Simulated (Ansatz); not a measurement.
The system is SnSe2.

```
Sn Se
1.0
     3.81100    0.00000    0.00000
    -1.90550    3.30042    0.00000
     0.00000    0.00000    6.13600
Sn Se
1 2
Direct
  0.00000 0.00000 0.00000
  0.66667 0.33333 0.75100
  0.33333 0.66667 0.24900
```

Base run:

* Program: Ansatz 0.2.0
* Functional: PBE0
* Potentials or basis: Ansatz PAW
* Cutoff: 420 eV (not typed: the program's choice for these potentials)
* k mesh: 5 × 5 × 3
* Occupations: fermi-dirac, width 0.05 eV
* Spin: no spin polarisation

Its results: band gap on the k mesh 2.20 eV, indirect (least direct gap 2.57 eV); pressure 2.7 GPa; largest force 0.287 eV/Å.

Problem. The run is repeated on the same cell with these changes: functional from PBE0 to RPBE. What comes out?

Solution. Band gap on the k mesh 0.88 eV, indirect (least direct gap 1.23 eV); pressure 7.5 GPa; largest force 0.792 eV/Å.

PBE0 gives the wider gap, since exact exchange removes part of the self-interaction.

Caveats: odd divisions of the mesh miss points on the zone boundary, where band edges often lie, so the gap on the mesh can be too wide; spin-orbit coupling is left out, which moves the levels of the heavy elements; this functional lacks dispersion, which binds the layers, so the pressure and a relaxed spacing across them are unreliable; the PAW data sets come from PBE, with cores solved anew for the run's functional, which leaves a small shift of forces and pressure; the density of states is complete only up to the lowest level of the last band computed; the thresholds are loose for stress (some runs).

A k mesh can miss the band edges.
